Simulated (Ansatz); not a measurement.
C₂H₇FOSi, SMILES FCOC[SiH3], a ladder of methods at one geometry

Program: the Python package of Ansatz (0.2.0).

The script, `methods_c2h7fosi.py`:
```python
"""One geometry of C2H7FOSi, method by method."""

from pathlib import Path

import ansatz
import numpy as np

GEOMETRY = """
F     0.94140    1.66450    0.01780
C     0.01270    1.58630    1.03140
O    -0.94740    0.56720    0.69520
C    -0.20490   -0.67810    0.40370
Si    0.04790   -1.12120   -1.41070
H    -0.51650    2.55130    1.15150
H     0.58690    1.35200    1.95500
H    -0.92390   -1.44080    0.77790
H     0.64780   -0.77660    1.03320
H    -1.20530   -1.05280   -2.16840
H     0.56260   -2.50200   -1.46390
H     1.07570   -0.20490   -1.98870
"""

molecule = ansatz.Crystal.molecule()
for line in GEOMETRY.strip().splitlines():
    symbol, *xyz = line.split()
    molecule = molecule.atom(symbol, [float(v) for v in xyz])

calculation = molecule.calculation().basis(gaussian="def2-SVP")

print("functional    E (Ha)        dipole (D)   HOMO (eV)  LUMO (eV)")
for name in ["b3lyp", "cam_b3lyp", "revpbe", "hf", "pbe", "r2scan0"]:
    data = calculation.functional(name).forces().orbitals().run(runs_dir="runs").report
    lines = Path(data["orbitals_path"]).read_text().splitlines()
    field_of = lambda key: [line.split("=")[1].strip() for line in lines if line.startswith(key)]
    orbitals = [(27.211386 * float(e), s, float(n)) for e, s, n in zip(field_of("Ene="), field_of("Spin="), field_of("Occup="))]
    homo = max(e for e, _, n in orbitals if n > 0.5)
    lumo = min(e for e, _, n in orbitals if n < 0.5)
    dipole = 4.803205 * np.linalg.norm(data["charge_distribution"]["dipole_moment_e_ang"])
    print(f"{name:10s} {data['free_energy_ev'] / 27.211386246:14.6f} {dipole:9.3f} {homo:11.3f} {lumo:10.3f}")
```

```console
$ python methods_c2h7fosi.py
functional    E (Ha)        dipole (D)   HOMO (eV)  LUMO (eV)
b3lyp         -544.680292     1.557      -7.372      1.017
cam_b3lyp     -544.565836     1.579      -9.043      2.275
revpbe        -544.511757     1.494      -6.014      0.453
hf            -542.714484     1.795     -11.505      4.417
pbe           -544.217324     1.502      -6.055      0.349
r2scan0       -544.461577     1.646      -7.918      1.455
```

Notes:
- Total energies depend on the basis set; only differences at equal settings carry meaning.
- The geometry is a force-field or estimated start, not a minimum of this method, and the basis set is short of its limit. A lower total doesn't mark the better method: functionals have no common bound, and MP2 and coupled cluster aren't variational.
- b3lyp holds the VWN-RPA fit, as in Gaussian; the form of ORCA and Turbomole is b3lyp5.
- Levels such as HOMO and LUMO are orbital energies: with these approximate functionals they aren't the ionisation energy and electron affinity, and their gap isn't the fundamental gap.
- It ran for 32 s on 1 thread of Arm Neoverse V1, on a shared host, peak memory 0.32 GiB.
